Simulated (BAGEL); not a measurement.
# CH6CuP (Cu(PH3)Me): HF/3-21G (density fitting with qzvpp-jkfit)

What is the vertical ionisation energy of CH6CuP (Cu(PH3)Me) at HF/3-21G (density fitting with qzvpp-jkfit)? 

Program for the calculation: BAGEL 1.2.2.

7 further runs of the same task are left out: 7 that didn't finish. Runs told in other sessions of the task aren't counted.

### Step 1. The molecule

The species is CH6CuP (9 atoms), meant as a singlet with charge 0. As SMILES, `[CH3][Cu]<-[PH3]`. Geometry: a GFN2-xTB relaxation, a rough one for these elements and not checked as a minimum.

Bond lengths: Cu1–P2 2.220 Å, Cu1–C6 1.998 Å, P2–H3 1.383 Å, P2–H4 1.383 Å, P2–H5 1.383 Å, C6–H7 1.096 Å, C6–H8 1.096 Å, C6–H9 1.095 Å. Some angles: P2–Cu1–C6 179.3°, Cu1–P2–H3 121.7°, Cu1–P2–H4 120.9°, Cu1–P2–H5 122.0°, Cu1–C6–H7 113.8°, Cu1–C6–H8 113.7°, Cu1–C6–H9 113.9°, H3–P2–H4 95.1°, H3–P2–H5 95.0°, H4–P2–H5 95.2°.

### Step 2. The energy at HF/3-21G (density fitting with qzvpp-jkfit)

input.json

```json
{ "bagel": [

{
  "title": "molecule",
  "basis": "3-21g.json",
  "df_basis": "qzvpp-jkfit",
  "angstrom": true,
  "geometry": [
    { "atom": "Cu", "xyz": [       0.008720,       0.014540,      -0.192440 ] },
    { "atom": "P", "xyz": [      -0.000170,      -0.006580,       2.027740 ] },
    { "atom": "H", "xyz": [       1.169930,      -0.099280,       2.758570 ] },
    { "atom": "H", "xyz": [      -0.661910,      -1.000070,       2.726470 ] },
    { "atom": "H", "xyz": [      -0.523310,       1.037770,       2.767960 ] },
    { "atom": "C", "xyz": [       0.002840,       0.014100,      -2.190490 ] },
    { "atom": "H", "xyz": [      -1.000890,       0.013760,      -2.629450 ] },
    { "atom": "H", "xyz": [       0.501700,      -0.855150,      -2.632850 ] },
    { "atom": "H", "xyz": [       0.503090,       0.880900,      -2.635500 ] }
  ]
},

{
  "title": "hf"
},

{
  "title": "print",
  "file": "orbitals.molden",
  "orbitals": true
}

]}
```

The basis set 3-21G is read from a file made from the Basis Set Exchange's data (not shown).

The run is started by

```
$ BAGEL_NUM_THREADS=1 BAGEL input.json > input.out
```

Standard output:

```text
* using 1 threads per process

  ===============================================================
  ===============================================================

  *** Geometry ***

  { "atom" : "Cu", "xyz" : [      0.016478,      0.027477,     -0.363659 ] },
  { "atom" : "P", "xyz" : [     -0.000321,     -0.012434,      3.831873 ] },
  { "atom" : "H", "xyz" : [      2.210847,     -0.187612,      5.212942 ] },
  { "atom" : "H", "xyz" : [     -1.250829,     -1.889858,      5.152282 ] },
  { "atom" : "H", "xyz" : [     -0.988913,      1.961101,      5.230686 ] },
  { "atom" : "C", "xyz" : [      0.005367,      0.026645,     -4.139426 ] },
  { "atom" : "H", "xyz" : [     -1.891408,      0.026003,     -4.968940 ] },
  { "atom" : "H", "xyz" : [      0.948076,     -1.615999,     -4.975365 ] },
  { "atom" : "H", "xyz" : [      0.950702,      1.664660,     -4.980373 ] },

  Number of auxiliary basis functions:      575

  Since a DF basis is specified, we compute 2- and 3-index integrals:
    o Being stored without compression. Storage requirement is 0.017 GB

  Number of basis functions:       61
  Number of electrons      :       56

    * METHOD: MOLECULE                             0.29

  *** RHF ***

  === Nuclear Repulsion ===
   228.3497913736

      * DIIS with orbital gradients will be used.

  === RHF iteration (3-21g.json) ===
      0      -2010.39257586          0.03681390           0.09
      1      -1988.17645425          0.20305616           0.09
      2      -2010.74280921          0.00705510           0.09
      3      -2010.78228242          0.00284157           0.09
      4      -2010.78768431          0.00136280           0.09
      5      -2010.79121716          0.00066876           0.09
      6      -2010.79263186          0.00038649           0.09
      7      -2010.79296272          0.00018227           0.09
      8      -2010.79302520          0.00009124           0.09
      9      -2010.79303694          0.00001974           0.09
     10      -2010.79303742          0.00000419           0.09
     11      -2010.79303744          0.00000146           0.09
     12      -2010.79303744          0.00000073           0.09
     13      -2010.79303744          0.00000047           0.09
     14      -2010.79303744          0.00000025           0.09
     15      -2010.79303744          0.00000015           0.09
     16      -2010.79303744          0.00000008           0.09
     17      -2010.79303744          0.00000004           0.09
     18      -2010.79303744          0.00000001           0.09
    * SCF iteration converged.

    * Permanent dipole moment:
           (    0.002528,     0.014283,    -2.584829) a.u.

    * METHOD: HF                                   1.90

    * METHOD: PRINT                                0.01

  ===============================================================
```

Run time: 2.4 s. Hardware: 1 thread of Arm Neoverse V2, shared host.

### Step 3. The doublet cation at the same level

calc.json

```json
{ "bagel" : [

{
  "title" : "molecule",
  "basis" : "3-21g.json",
  "df_basis" : "qzvpp-jkfit",
  "angstrom" : "true",
  "geometry" : [
    { "atom" : "Cu", "xyz" : [       0.008720,       0.014540,      -0.192440 ] },
    { "atom" : "P", "xyz" : [      -0.000170,      -0.006580,       2.027740 ] },
    { "atom" : "H", "xyz" : [       1.169930,      -0.099280,       2.758570 ] },
    { "atom" : "H", "xyz" : [      -0.661910,      -1.000070,       2.726470 ] },
    { "atom" : "H", "xyz" : [      -0.523310,       1.037770,       2.767960 ] },
    { "atom" : "C", "xyz" : [       0.002840,       0.014100,      -2.190490 ] },
    { "atom" : "H", "xyz" : [      -1.000890,       0.013760,      -2.629450 ] },
    { "atom" : "H", "xyz" : [       0.501700,      -0.855150,      -2.632850 ] },
    { "atom" : "H", "xyz" : [       0.503090,       0.880900,      -2.635500 ] }
  ]
},

{
  "title" : "uhf",
  "charge" : 1,
  "nopen" : 1
},

{
  "title" : "print",
  "file" : "orbitals.molden",
  "orbitals" : "true"
}

]}
```

The basis set 3-21G is read from a file made from the Basis Set Exchange's data (not shown).

The run is started by

```
$ BAGEL_NUM_THREADS=1 BAGEL calc.json > calc.out
```

Standard output:

```text
* using 1 threads per process

  ===============================================================
  ===============================================================

  *** Geometry ***

  { "atom" : "Cu", "xyz" : [      0.016478,      0.027477,     -0.363659 ] },
  { "atom" : "P", "xyz" : [     -0.000321,     -0.012434,      3.831873 ] },
  { "atom" : "H", "xyz" : [      2.210847,     -0.187612,      5.212942 ] },
  { "atom" : "H", "xyz" : [     -1.250829,     -1.889858,      5.152282 ] },
  { "atom" : "H", "xyz" : [     -0.988913,      1.961101,      5.230686 ] },
  { "atom" : "C", "xyz" : [      0.005367,      0.026645,     -4.139426 ] },
  { "atom" : "H", "xyz" : [     -1.891408,      0.026003,     -4.968940 ] },
  { "atom" : "H", "xyz" : [      0.948076,     -1.615999,     -4.975365 ] },
  { "atom" : "H", "xyz" : [      0.950702,      1.664660,     -4.980373 ] },

  Number of auxiliary basis functions:      575

  Since a DF basis is specified, we compute 2- and 3-index integrals:
    o Being stored without compression. Storage requirement is 0.017 GB

  Number of basis functions:       61
  Number of electrons      :       56

    * METHOD: MOLECULE                             0.29

  *** Open-shell HF ***

  === Nuclear Repulsion ===
   228.3497913736

      * DIIS with orbital gradients will be used.

  === UHF iteration (3-21g.json) ===
      0      -2010.19225189          0.06907840           0.17
      1      -2008.30622797          0.18115205           0.17
      2      -2008.03886156          0.20183741           0.18
      3      -2010.66712913          0.00779973           0.17
      4      -2010.68246089          0.00245102           0.17
      5      -2010.68397475          0.00079638           0.17
      6      -2010.68443612          0.00026442           0.17
      7      -2010.68461698          0.00006324           0.17
      8      -2010.68470121          0.00002931           0.17
      9      -2010.68475057          0.00001509           0.17
[... 31 lines of this table left out ...]
     41      -2010.68482597          0.00000001           0.17
     42      -2010.68482597          0.00000001           0.17
     43      -2010.68482597          0.00000001           0.17
     44      -2010.68482597          0.00000001           0.18
    * SCF iteration converged.

    * S^2 (UHF) is 0.7515

    * Permanent dipole moment:
           (   -0.001552,     0.007547,    -2.100092) a.u.

    * METHOD: UHF                                  8.02

    * METHOD: PRINT                                0.01

  ===============================================================
```

It took 8.7 s on 1 thread of Arm Neoverse V2, shared host.

### Step 4. Results

Level: HF/3-21G (density fitting with qzvpp-jkfit).

```
                                                    quantity           value
                                singlet CH6CuP: total energy  -2010.79304 Eh
                               singlet CH6CuP: dipole moment          6.57 D
                                 singlet CH6CuP: HOMO energy        -7.24 eV
                                 singlet CH6CuP: LUMO energy         2.01 eV
                               singlet CH6CuP: HOMO–LUMO gap         9.24 eV
                                doublet cation: total energy  -2010.68483 Eh
                                        doublet cation: ⟨S²⟩           0.751
vertical ionisation energy (to the doublet cation), in doubt        2.945 eV
```

What this shows: Removing an electron at fixed nuclei costs 2.94 eV (68 kcal/mol). The negative HOMO energy of the first species, 7.24 eV, lies 4.29 eV above that difference. This ionisation energy lies far from the orbital energy or is small for a neutral ground state: the hole may sit in another orbital, or the first species is not in its lowest state.
